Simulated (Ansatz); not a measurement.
This script makes a scan of the energy under strain of MgI₂, space group P-3m1 with the Ansatz DFT code, driven from Python.

`strain.py`
```python
"""A biaxial strain scan of MgI2."""

import ansatz as az
import numpy as np

VECTORS = np.array([
    [4.14, 0.0, 0.0],
    [-2.07, 3.58535, 0.0],
    [0.0, 0.0, 6.88],
])
SITES = [
    ("Mg", [0.0, 0.0, 0.0]),
    ("I", [1 / 3, 2 / 3, 0.25]),
    ("I", [2 / 3, 1 / 3, 0.75]),
]


def build(cell):
    crystal = az.Crystal(lattice=az.Lattice.of(cell))
    for symbol, position in SITES:
        crystal = crystal.atom(symbol, position)
    return crystal

# clamped ions: the fractional positions stay as typed
values = np.linspace(-0.05, 0.05, 5)
energies = []
for d in values:
    strain = np.diag([d, d, 0])
    cell = VECTORS @ (np.eye(3) + strain)
    setup = (
        build(cell).calculation()
        .functional(az.Functional.PBE)
        .occupations("fixed")
        .pseudopotentials("paw")
        .basis(520)  # cutoff of the orbital basis
        .kpoints(5, 5, 3)  # finer meshes matter most for metals
    )
    summary = setup.run(threads=1).report
    energies.append(summary["free_energy_ev"] / len(SITES))
energies = np.array(energies)

for value, e in zip(values, energies):
    print(f"strain {value:7.3f}   E - Emin = {1000 * (e - energies.min()):9.3f} meV/atom")
np.savetxt("strain.csv", np.column_stack([values, energies]), fmt="%.6f", delimiter=",", header="strain,energy_eV_per_atom")
curvature = 2 * np.polyfit(values, energies, 3)[1]
volume = abs(np.linalg.det(VECTORS)) / len(SITES)
print(f"d2E/dd2 over the volume: {curvature / volume * 160.21766:.1f} GPa")
```

How much energy does this biaxial strain cost, and what curvature follows?

Against the unstrained cell the energy per atom changes by +64.75 meV at one end of the scan and +16.12 meV at the other, and its second derivative over the volume is 152.5 GPa.

The run itself:

```console
$ python strain.py
DeckWarning: crystal.lattice, of which some number shows no typed digit to judge by, misses the space group found at crystal.symmetry.tolerance 1.0e-5 by more than rounding, which is why this is a warning: the operation that it misses by the most changes a [...]
DeckWarning: crystal.lattice misses the space group found at crystal.symmetry.tolerance 1.0e-5 in a digit that the deck types, which is why this is a warning: making the lattice exact moves one of its numbers by a whole unit of that number's last typed [...]
strain  -0.050   E - Emin =    64.869 meV/atom
strain  -0.025   E - Emin =    20.244 meV/atom
strain   0.000   E - Emin =     0.118 meV/atom
strain   0.025   E - Emin =     0.000 meV/atom
strain   0.050   E - Emin =    16.235 meV/atom
d2E/dd2 over the volume: 152.5 GPa
```
(Warnings from the package without file and line, shortened, repeats left out.)

`strain.csv`, as written:
```csv
# strain,energy_eV_per_atom
-0.050000,-5650.855874
-0.025000,-5650.900499
0.000000,-5650.920625
0.025000,-5650.920743
0.050000,-5650.904508
```

Notes:
- Absolute energies stand on the zero of these potentials, so only differences at equal settings mean something.
- The curvature belongs to this strain pattern and to the cell's stress; it equals a single elastic constant only for simple patterns.
- Of the deposited cell: the entry's cell lengths or inner coordinates differ somewhat from later room-temperature determinations.
- The structure is a deposited one; some such entries were measured under pressure or heat, so a shift against it needn't be the functional's error alone.
- The ions keep their fractional positions (clamped ions).
- Timing: 20 s on 1 thread of Arm Neoverse N1, on a shared host, peak memory 0.43 GiB.

(Lines on the test bed's own set-up are left out of the output.)
